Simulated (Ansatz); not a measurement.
**AlGeH₄Cl (SMILES [AlH2][GeH2][Cl]): one structure at several levels**

Aim: energy, forces and dipole at a structure displaced at random from a GFN2-xTB minimum, from CCSD(T) and from density functionals.

Program: Ansatz 0.2.0, Gaussian basis. Level of theory: single points in def2-TZVPP. These are calculated values, not measurements.

Cores are frozen in the correlated methods. Filled d shells of the heavier atoms are correlated. B3LYP uses VWN-RPA correlation.

### 1 Where the work starts

SMILES `[AlH2][GeH2][Cl]`, 7 atoms, charge 0, spin multiplicity 1.

Atoms are counted from 1 here; the program's logs count them from 0.

Bond lengths: Al1–Ge2 2.549 Å, Al1–H4 1.599 Å, Al1–H5 1.541 Å, Ge2–Cl3 2.115 Å, Ge2–H6 1.609 Å, Ge2–H7 1.644 Å. Angles: Ge2–Al1–H4 127.1°, Ge2–Al1–H5 102.6°, H4–Al1–H5 127.8°, Al1–Ge2–Cl3 122.3°, Al1–Ge2–H6 137.0°, Al1–Ge2–H7 78.5°, Cl3–Ge2–H6 100.7°, Cl3–Ge2–H7 102.1°, H6–Ge2–H7 92.8°.

As a file:

```mol
AlClGeH4
  3D, bonds by distance, orders not assigned

  7  6  0  0  0  0  0  0  0  0999 V2000
   -1.0791    0.2618   -1.0141 Al  0  0
    0.7564   -0.6104    0.5240 Ge  0  0
    0.3525   -1.3177    2.4757 Cl  0  0
   -2.1944   -0.5997   -1.7699 H   0  0
   -1.1126    1.7652   -0.6785 H   0  0
    2.3537   -0.7958    0.4639 H   0  0
    0.8726    1.0125    0.7625 H   0  0
  1  2  8  0
  1  4  8  0
  1  5  8  0
  2  3  8  0
  2  6  8  0
  2  7  8  0
M  END
```

### 2 CCSD(T)/def2-TZVPP

File run/in.yaml:

```yaml
crystal:
  periodic: [false, false, false]
  atoms:
    - {symbol: Al, position_ang: [-1.079100, 0.261800, -1.014100]}
    - {symbol: Ge, position_ang: [0.756400, -0.610400, 0.524000]}
    - {symbol: Cl, position_ang: [0.352500, -1.317700, 2.475700]}
    - {symbol: H, position_ang: [-2.194400, -0.599700, -1.769900]}
    - {symbol: H, position_ang: [-1.112600, 1.765200, -0.678500]}
    - {symbol: H, position_ang: [2.353700, -0.795800, 0.463900]}
    - {symbol: H, position_ang: [0.872600, 1.012500, 0.762500]}
basis:
  gaussian: {orbitals: def2-TZVPP}
correlation: {method: ccsd_t}
output: {forces: true}
```

The command line of these runs was not kept.

### 3 PBE0-D4/def2-TZVPP

Edit run/in.yaml of step 2 so:

```diff
@@ -12,3 +12,3 @@
   gaussian: {orbitals: def2-TZVPP}
-correlation: {method: ccsd_t}
-output: {forces: true}
+hamiltonian: {xc: pbe0, dispersion: d4}
+output: {forces: true, orbitals: {seedname: orbitals}}
```

### 4 wB97M-V/def2-TZVPP

Edit run/in.yaml of step 3 so:

```diff
@@ -12,3 +12,3 @@
   gaussian: {orbitals: def2-TZVPP}
-hamiltonian: {xc: pbe0, dispersion: d4}
-output: {forces: true, orbitals: {seedname: orbitals}}
+hamiltonian: {xc: {name: wB97M-V}}
+output: {forces: true}
```

### 5 r2SCAN-D4/def2-TZVPP

Edit run/in.yaml of step 4 so:

```diff
@@ -12,3 +12,3 @@
   gaussian: {orbitals: def2-TZVPP}
-hamiltonian: {xc: {name: wB97M-V}}
+hamiltonian: {xc: r2scan, dispersion: d4}
 output: {forces: true}
```

### 6 PBE-D4/def2-TZVPP

Edit run/in.yaml of step 5 so:

```diff
@@ -12,3 +12,3 @@
   gaussian: {orbitals: def2-TZVPP}
-hamiltonian: {xc: r2scan, dispersion: d4}
+hamiltonian: {xc: pbe, dispersion: d4}
 output: {forces: true}
```

### 7 r2SCAN0-D4/def2-TZVPP

Edit run/in.yaml of step 6 so:

```diff
@@ -12,3 +12,3 @@
   gaussian: {orbitals: def2-TZVPP}
-hamiltonian: {xc: pbe, dispersion: d4}
+hamiltonian: {xc: {name: r2SCAN0}, dispersion: d4}
 output: {forces: true}
```

### 8 B3LYP-D4/def2-TZVPP

Edit run/in.yaml of step 7 so:

```diff
@@ -12,3 +12,3 @@
   gaussian: {orbitals: def2-TZVPP}
-hamiltonian: {xc: {name: r2SCAN0}, dispersion: d4}
+hamiltonian: {xc: {name: B3LYP}, dispersion: d4}
 output: {forces: true}
```

(Steps that only read results are left out.)

Q: Predict the outcome of this session. Wanted: energy less free atoms, CCSD(T)/def2-TZVPP; RMS force component; RMS force error; HOMO and LUMO, PBE0-D4; T1 diagnostic.

As calculated:

| quantity | value |
| --- | --- |
| energy less free atoms, CCSD(T)/def2-TZVPP | -16.690 eV |
| RMS force component | 0.755 to 0.828 eV/Å over the methods |
| RMS force error | PBE0-D4 0.061, wB97M-V 0.046, r2SCAN-D4 0.056, PBE-D4 0.162, r2SCAN0-D4 0.068, B3LYP-D4 0.092 eV/Å |
| HOMO and LUMO, PBE0-D4 | -7.23 and -2.78 eV |
| T1 diagnostic | 0.011 |

**Reading.** Against CCSD(T) the functionals' energies less atoms differ by -0.435 to -0.053 eV, PBE-D4 by -0.127 eV. CCSD(T) in triple zeta still lacks some correlation energy of the bonds, so part of these gaps is its own basis error and they don't rank the functionals. On forces the order runs from wB97M-V to PBE-D4. Frozen-core CCSD(T) forces in triple zeta carry basis errors of their own, and this is one geometry, so small gaps rank nothing.
